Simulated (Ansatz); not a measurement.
# C₂H₄BCl: small, medium and large basis sets

An exercise on one series of results from a longer session: the logs are not shown, and one member is left open.

Method: one geometry, several basis sets; program: Ansatz 0.2.0, Gaussian basis.

Plan: PBE0-D4/def2-SVP; ωB97M-V/def2-SVP; PBE0-D4/def2-QZVPP; ωB97M-V/def2-QZVPP; the functionals' def2-TZVPP values are taken from earlier runs.

## The geometry

An earlier PBE0-D4 in a triple-zeta def2 set relaxation fixed the geometry.

SMILES `ClB1CC1`, 8 atoms, charge 0, spin multiplicity 1.

Atoms are counted from 1 here; the program's logs count them from 0.

Bond lengths: Cl1–B2 1.717 Å, B2–C3 1.513 Å, B2–C4 1.513 Å, C3–C4 1.562 Å, C3–H5 1.086 Å, C3–H6 1.086 Å, C4–H7 1.086 Å, C4–H8 1.086 Å. Angles: Cl1–B2–C3 148.9°, Cl1–B2–C4 148.9°, C3–B2–C4 62.1°, B2–C3–C4 58.9°, B2–C3–H5 120.4°, B2–C3–H6 120.4°, C4–C3–H5 117.0°, C4–C3–H6 117.0°, H5–C3–H6 112.7°, B2–C4–C3 58.9°, B2–C4–H7 120.4°, B2–C4–H8 120.4°, C3–C4–H7 117.0°, C3–C4–H8 117.0°, H7–C4–H8 112.7°.

Set-up of the first run:

The input, in.yaml:

```yaml
crystal:
  periodic: [false, false, false]
  atoms:
    - {symbol: Cl, position_ang: [-2.492963, 0.742748, -0.419685]}
    - {symbol: B, position_ang: [-0.868601, 0.256381, -0.151999]}
    - {symbol: C, position_ang: [0.564674, 0.635234, 0.151611]}
    - {symbol: C, position_ang: [0.151335, -0.856990, -0.051372]}
    - {symbol: H, position_ang: [1.189731, 1.082855, -0.616086]}
    - {symbol: H, position_ang: [0.853673, 0.935026, 1.155114]}
    - {symbol: H, position_ang: [0.515255, -1.352287, -0.947284]}
    - {symbol: H, position_ang: [0.179096, -1.500065, 0.823901]}
basis:
  gaussian: {orbitals: def2-SVP}
hamiltonian: {xc: pbe0, dispersion: d4}
output: {orbitals: {seedname: orbitals}}
```

The run is started by

```console
> ansatz run in.yaml --threads 2 --pin off --events-out ev --progress --plain --max-ram 4352MiB
```

Steps of the session up to this table: PBE0-D4 in def2-SVP; ωB97M-V in def2-SVP; PBE0-D4 in def2-QZVPP; ωB97M-V in def2-QZVPP.

One table of the session follows, with a row left open; its other results are not shown here.

It belongs to the step «Functionals by basis». 

| functional | basis | HOMO (eV) |
| --- | --- | --- |
| PBE0-D4 | def2-SVP | -7.17 |
| PBE0-D4 | def2-TZVPP | -7.27 |
| PBE0-D4 | def2-QZVPP | -7.29 |
| ωB97M-V | def2-SVP | ? |
| ωB97M-V | def2-TZVPP | -9.52 |
| ωB97M-V | def2-QZVPP | -9.54 |

**Question.** Estimate the row for ωB97M-V, def2-SVP.

As computed: HOMO (eV): -9.40. In the column «HOMO (eV)» it lies between ωB97M-V, def2-TZVPP (-9.52) and PBE0-D4, def2-QZVPP (-7.29).
